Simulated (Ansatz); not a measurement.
# AlF3H2Se: one species, many methods

Aim: compute AlF3H2Se with functionals from several rungs and with coupled cluster, and see how far each lands from CCSD(T) at the basis-set limit for the atomisation energy.

Method: functionals in def2-TZVPP, the program's frozen cores in correlated methods; program: Ansatz 0.2.0, Gaussian basis.

The runs, in order: LDA (SPW92), PBE-D4, revPBE-D4, BLYP-D4, r2SCAN-D4, B97M-V, PBE0-D4, B3LYP-D4, r2SCANh-D4, r2SCAN0-D4, HSE06-D4, BHLYP-D4, CAM-B3LYP-D4, LC-ωPBE, ωB97X-V, ωB97M-V, B2PLYP, PBE-QIDH; CCSD(T)/def2-SVP; CCSD(T)/def2-TZVPP; MP2/def2-QZVPP; extrapolation to the limit; RPA on PBE.

## Step 1: Structure used throughout

The geometry comes from an earlier relaxation with PBE0-D4 in a triple-zeta def2 set; it is a stationary point, not always the lowest conformer.

7 atoms, charge 0, spin multiplicity 1.

Atoms are counted from 1 here; the program's logs count them from 0.

Bond lengths: F1–Al2 1.649 Å, Al2–F3 1.650 Å, Al2–F4 1.649 Å, Al2–Se5 2.593 Å, Se5–H6 1.470 Å, Se5–H7 1.470 Å. Angles: F1–Al2–F3 117.3°, F1–Al2–F4 118.5°, F1–Al2–Se5 98.1°, F3–Al2–F4 117.3°, F3–Al2–Se5 99.9°, F4–Al2–Se5 98.2°, Al2–Se5–H6 93.7°, Al2–Se5–H7 93.8°, H6–Se5–H7 91.6°.

## Step 2: LDA

This LDA is Slater exchange with PW92 correlation.

Input file in.yaml:

```yaml
crystal:
  periodic: [false, false, false]
  atoms:
    - {symbol: F, position_ang: [0.566921, -1.065045, 1.835366]}
    - {symbol: Al, position_ang: [0.257769, -1.027924, 0.216060]}
    - {symbol: F, position_ang: [-1.290263, -1.333428, -0.267271]}
    - {symbol: F, position_ang: [1.470339, -1.431794, -0.825820]}
    - {symbol: Se, position_ang: [0.329153, 1.542773, -0.112107]}
    - {symbol: H, position_ang: [-0.967632, 1.758635, 0.545097]}
    - {symbol: H, position_ang: [-0.304986, 1.488784, -1.436926]}
basis:
  gaussian: {orbitals: def2-TZVPP}
hamiltonian: {xc: lda}
output: {orbitals: {seedname: orbitals}}
```

The run is started by

```console
$ ansatz run in.yaml --threads 4 --pin off --events-out ev --progress --plain --max-ram 10444MiB
```

After this run come: PBE-D4 (GGA); revPBE-D4 (GGA); BLYP-D4 (GGA); r2SCAN-D4 (meta-GGA); B97M-V (meta-GGA); B3LYP-D4 (hybrid); r2SCANh-D4 (hybrid); r2SCAN0-D4 (hybrid); HSE06-D4 (hybrid); BHLYP-D4 (hybrid); CAM-B3LYP-D4 (range-separated); LC-ωPBE (range-separated); ωB97X-V (range-separated); ωB97M-V (range-separated); B2PLYP (double hybrid); PBE-QIDH (double hybrid); CCSD(T) in def2-SVP; CCSD(T) in def2-TZVPP; MP2 in def2-QZVPP; RPA on PBE orbitals.

Q: Predict the results of all the runs planned. Wanted: atomisation energy, CCSD(T)/CBS; farthest beyond LDA; mean size of error, GGA; mean size of error, meta-GGA; mean size of error, hybrid; mean size of error, range-separated; mean size of error, double hybrid; gap, smallest and largest; T1 diagnostic.

The runs gave:

| quantity | value |
| --- | --- |
| atomisation energy, CCSD(T)/CBS | 614.9 kcal/mol |
| functionals within 6.1 kcal/mol (1.0 %) | PBE-D4 |
| farthest beyond LDA | BHLYP-D4 (-37.8 kcal/mol) |
| mean size of error, GGA | 13.3 kcal/mol |
| mean size of error, meta-GGA | 7.8 kcal/mol |
| mean size of error, hybrid | 22.2 kcal/mol |
| mean size of error, range-separated | 10.9 kcal/mol |
| mean size of error, double hybrid | 17.3 kcal/mol |
| gap, smallest and largest | 5.80 eV (BLYP-D4), 13.19 eV (LC-ωPBE) |
| T1 diagnostic | 0.0111 |
| triples share of the correlation energy | 2.8 % |

What this shows: The LDA atomisation energy is off by 77.5 kcal/mol (13 %): it overbinds. PBE-D4 misses by -4.8 kcal/mol. Double hybrids carry the basis error of their MP2 part in triple zeta, and no dispersion term here, so their miss is partly the set-up's. Taken by rung, meta-GGA functionals do best (7.8 kcal/mol on average) and hybrid ones worst beyond LDA (22.2 kcal/mol). The gap between the best rungs is small, so their order is not settled. The mean of the hybrids holds BHLYP, with half exact exchange. The reference freezes the cores and leaves out relativity and excitations past (T), and its outer-core shells are covered unevenly, so misses under about 6.1 kcal/mol can't be ranked. All levels share the lack of spin-orbit coupling, which lowers the free heavy atoms and so the true binding. Hartree-Fock recovers 72 % of the binding; the rest is correlation. CCSD(T) in def2-SVP is off by -48.0 kcal/mol, so the small basis spoils what the method gains. Orbital gaps span 5.8 to 13.2 eV; exact exchange widens them. Correlated methods include outer-core shells of Se, which these sets cover unevenly.
